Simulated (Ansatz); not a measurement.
# SiC2: what a guessed cell relaxes into

Aim: relax a trial structure of SiC2 and see where it ends.

Method: DFT PBE+D3(BJ), scalar-relativistic, plane waves, PAW, in Ansatz 0.2.0.

## (1) The starting structure

It takes space group P-3m1 (No. 164, trigonal). Conventional cell: a = 2.821 Å, b = 2.821 Å, c = 4.851 Å, α = 90.00°, β = 90.00°, γ = 120.00°. Si (site symmetry -3m) has 6 C at 2.00 Å as nearest neighbours. C (site symmetry 3m) is surrounded by 3 Si at 2.00 Å.

Coordinates:

```cif
data_structure
_symmetry_space_group_name_H-M 'P 1'
_symmetry_Int_Tables_number 1
_cell_length_a 2.8211
_cell_length_b 2.8211
_cell_length_c 4.8512
_cell_angle_alpha 90.000
_cell_angle_beta 90.000
_cell_angle_gamma 120.000
_cell_volume 33.44
loop_
_atom_site_label
_atom_site_type_symbol
_atom_site_fract_x
_atom_site_fract_y
_atom_site_fract_z
_atom_site_occupancy
Si1 Si 0.00000 0.00000 0.00000 1
C1 C 0.33333 0.66667 0.76047 1
C2 C 0.66667 0.33333 0.23953 1
```

The cell is invented: close-packed anion layers stacked AB|A, with sites between them filled layer by layer (P-3m1, No. 164). Its size is a rough estimate.

## (2) The guess as it stands, on a coarse mesh

Input file input.yaml:

```yaml
crystal:
  lattice:
    - [2.8211258, 0.0, 0.0]
    - [-1.4105629, 2.44316661, 0.0]
    - [0.0, 0.0, 4.8512324]
  atoms:
    - { symbol: Si, position: [0.0, 0.0, 0.0] }
    - { symbol: C, position: [0.33333333, 0.66666667, 0.76047027] }
    - { symbol: C, position: [0.66666667, 0.33333333, 0.23952973] }
basis:
  ecutwfc: 420
kpoints:
  mp_grid: { grid: [6, 6, 4] }
hamiltonian:
  xc: pbe
  dispersion: d3bj
scf:
  occupations: { method: gaussian, width: 0.1 }
  lower_state_search: "off"
output:
  forces: true
  stress: true
  eigenvalues: true
```

On the command line:

```sh
$ ansatz run input.yaml --threads 1 --pin off --max-ram 2048MiB --backend cpu --events-out ev --progress --plain --runs-dir out
```

Further runs follow: spin check on a coarse mesh; a loose first relaxation; relaxation on the finer mesh.

Q: Predict the outcome of this session. Wanted: conventional cell; volume; energy over the elements; gap on the mesh.

**Answer**, as computed:

| quantity | value |
| --- | --- |
| symmetry at the end (tolerance 0.05 Å) | space group P6/mmm (No. 191) |
| conventional cell | a = 2.465 Å, b = 2.465 Å, c = 7.127 Å, α = 90.00°, β = 90.00°, γ = 120.00° |
| volume | 12.50 Å³/atom |
| energy over the elements | +0.33 eV/atom |
| gap on the mesh | none (metal) |

In words: The symmetry goes from space group P-3m1 (No. 164) to space group P6/mmm (No. 191), and the volume per atom grows by 12.2 % from the first guess. The formation energy is positive, so the separate elements lie lower. No finished test with a distortion of lower symmetry is shown, so the end may be a saddle point. The log warns that the dispersion term switches its coefficients with the atoms' coordination near these geometries, so kinks or extra dips may come from it and not from the bonding. Other magnetic orders were not searched.
